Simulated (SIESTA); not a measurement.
Crystal: Zr3S2.

```
Zr S
1.0
     2.90254    1.67578    3.48777
    -2.90254    1.67578    3.48777
     0.00000   -3.35156    3.48777
Zr S
3 2
Direct
  0.83873 0.50000 0.16127
  0.50000 0.16127 0.83873
  0.16127 0.83873 0.50000
  0.66502 0.66502 0.66502
  0.33498 0.33498 0.33498
```

The cell comes from a database or a generator and needn't be the stable form of this composition.

Base run:

* Program: SIESTA 5.4.2
* Functional: PBE
* Potentials or basis: PseudoDojo 0.4 standard (PBE files)
* Basis: DZP (energy shift 0.003 Ry; two zetas on semicore shells)
* Grid cutoff: 800 Ry
* Energy shift: 0.003 Ry
* k mesh: 6 × 6 × 6
* Occupations: fermi-dirac, width 0.05 eV
* Spin: no spin polarisation

Its results: band gap on the k mesh none (metal or under the smearing width); pressure 0.6 GPa; largest force 0.072 eV/Å.

The run is repeated on the same cell with these changes: functional from PBE to PBEsol; potentials or basis from PseudoDojo 0.4 standard (PBE files) to PseudoDojo 0.4 standard (PBEsol files). What comes out?

Band gap on the k mesh none (metal or under the smearing width); pressure -3.6 GPa; largest force 0.008 eV/Å.

Caveats: the basis of atomic orbitals isn't converged, which shifts pressures, moduli and gaps.
